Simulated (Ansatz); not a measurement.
# C4H9GaS: basis-set convergence

One table from this session's results is given with a row withheld; the runs are named, their logs left out.

The runs use Ansatz 0.2.0, Gaussian basis; one geometry, several basis sets.

The runs, in order: PBE0-D4/def2-SVP; ωB97M-V/def2-SVP; PBE0-D4/def2-QZVPP; ωB97M-V/def2-QZVPP; the functionals' def2-TZVPP values are taken from earlier runs.

### The relaxed structure

An earlier PBE0-D4 in a triple-zeta def2 set relaxation fixed the geometry.

SMILES `C=[C]([GaH2])CSC`, 15 atoms, charge 0, spin multiplicity 1.

Atoms are counted from 1 here; the program's logs count them from 0.

Bond lengths: C1–C2 1.327 Å, C1–H7 1.085 Å, C1–H8 1.090 Å, C2–Ga3 2.002 Å, C2–C4 1.499 Å, Ga3–H9 1.573 Å, Ga3–H10 1.573 Å, C4–S5 1.827 Å, C4–H11 1.095 Å, C4–H12 1.095 Å, S5–C6 1.798 Å, C6–H13 1.091 Å, C6–H14 1.090 Å, C6–H15 1.090 Å. Angles: C2–C1–H7 121.8°, C2–C1–H8 122.2°, H7–C1–H8 116.0°, C1–C2–Ga3 134.3°, C1–C2–C4 122.6°, Ga3–C2–C4 102.3°, C2–Ga3–H9 120.0°, C2–Ga3–H10 117.4°, H9–Ga3–H10 121.5°, C2–C4–S5 105.1°, C2–C4–H11 111.6°, C2–C4–H12 116.4°, S5–C4–H11 103.7°, S5–C4–H12 110.7°, H11–C4–H12 108.5°, C4–S5–C6 100.1°, S5–C6–H13 110.1°, S5–C6–H14 107.3° and more.

As a file:

```
C     0.3166   -1.9522    0.8523
C     0.6600   -0.8882    0.1366
Ga    1.6872    0.7853    0.5261
C     0.0585   -0.5879   -1.2035
S    -0.2157    1.2183   -1.2090
C    -1.5758    1.3330   -0.0383
H     0.7370   -2.1412    1.8350
H    -0.3938   -2.6939    0.4860
H     1.3458    1.6380    1.8030
H     2.9972    1.0413   -0.3057
H     0.7790   -0.7442   -2.0127
H    -0.8648   -1.1205   -1.4538
H    -1.3604    0.7337    0.8474
H    -1.6708    2.3805    0.2459
H    -2.5000    0.9980   -0.5093
```

The first run:

File in.yaml:

```yaml
crystal:
  periodic: [false, false, false]
  atoms:
    - {symbol: C, position_ang: [0.316615, -1.952182, 0.852256]}
    - {symbol: C, position_ang: [0.659994, -0.888210, 0.136647]}
    - {symbol: Ga, position_ang: [1.687199, 0.785251, 0.526093]}
    - {symbol: C, position_ang: [0.058482, -0.587944, -1.203534]}
    - {symbol: S, position_ang: [-0.215735, 1.218340, -1.209047]}
    - {symbol: C, position_ang: [-1.575768, 1.332970, -0.038310]}
    - {symbol: H, position_ang: [0.736986, -2.141151, 1.835026]}
    - {symbol: H, position_ang: [-0.393759, -2.693921, 0.486030]}
    - {symbol: H, position_ang: [1.345763, 1.638004, 1.802971]}
    - {symbol: H, position_ang: [2.997241, 1.041314, -0.305672]}
    - {symbol: H, position_ang: [0.778966, -0.744169, -2.012697]}
    - {symbol: H, position_ang: [-0.864798, -1.120530, -1.453761]}
    - {symbol: H, position_ang: [-1.360443, 0.733687, 0.847432]}
    - {symbol: H, position_ang: [-1.670761, 2.380532, 0.245881]}
    - {symbol: H, position_ang: [-2.499971, 0.998011, -0.509325]}
basis:
  gaussian: {orbitals: def2-SVP}
hamiltonian: {xc: pbe0, dispersion: d4}
output: {orbitals: {seedname: orbitals}}
```

The run is started by

```sh
> ansatz run in.yaml --threads 2 --pin off --events-out ev --progress --plain --max-ram 32768MiB --backend cpu
```

Among the steps run: PBE0-D4 in def2-SVP; ωB97M-V in def2-SVP; PBE0-D4 in def2-QZVPP; ωB97M-V in def2-QZVPP.

One of the session's tables, all rows but one given; the rest of the session is left out.

It belongs to the step «Density functionals: the series». 

| functional | basis | HOMO (eV) | LUMO (eV) |
| --- | --- | --- | --- |
| PBE0-D4 | def2-SVP | -7.20 | -0.15 |
| PBE0-D4 | def2-TZVPP | -7.23 | -0.31 |
| PBE0-D4 | def2-QZVPP | -7.24 | -0.42 |
| ωB97M-V | def2-SVP | -9.37 | 1.58 |
| ωB97M-V | def2-TZVPP | -9.42 | 1.34 |
| ωB97M-V | def2-QZVPP | ? | ? |

Q: Estimate the row for ωB97M-V, def2-QZVPP from the others.

As computed: HOMO (eV): -9.42; LUMO (eV): 1.00.
